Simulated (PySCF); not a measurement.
# C4H9N2P: the cost of one run

Computed with PySCF 2.14.0 and routines of our own; the level stands in each step. Atoms count from 0.

### Step 1. The starting structure

16 atoms, charge 0, multiplicity 1; geometry from: GFN2-xTB.

### Step 2. Magnetic properties: GIAO CAM-B3LYP/pcSseg-1

Job settings and geometry (Å):

```
{"job": {"kind": "mag", "xc": "CAM-B3LYP", "basis": "pcSseg-1", "isotopologues": 2}, "charge": 0, "multiplicity": 1}
C     -0.984546    -1.317832     0.771637
N     -0.764878    -0.324992    -0.247850
C     -1.428503     0.934393    -0.044085
P      0.306367    -0.621180    -1.485962
N      0.287035     0.711843    -2.285924
C      2.204305     0.669750     1.157433
C      2.585746    -0.232967     0.473406
H     -2.050582    -1.544799     0.861333
H     -0.447443    -2.226506     0.506308
H     -0.620381    -0.964253     1.741129
H     -1.123369     1.377703     0.907675
H     -2.513051     0.797873    -0.036476
H     -1.146634     1.594740    -0.860827
H      0.868903     0.713725    -3.110712
H      1.851992     1.469106     1.740241
H      2.967442    -1.027659    -0.098736
```

Level: GIAO CAM-B3LYP/pcSseg-1 magnetisability, rotational g tensor and spin-rotation constants, non-relativistic, gas phase.

On the command line:

```bash
> OMP_NUM_THREADS=1 python excited_run.py task.json out
```

One launch serves the whole session: the jobs run in the order shown.

**Question.** How long does this job take on 1 thread of Arm Neoverse V1, shared host, and how much memory does it need?

About 37 s, with a peak of 0.89 GiB.
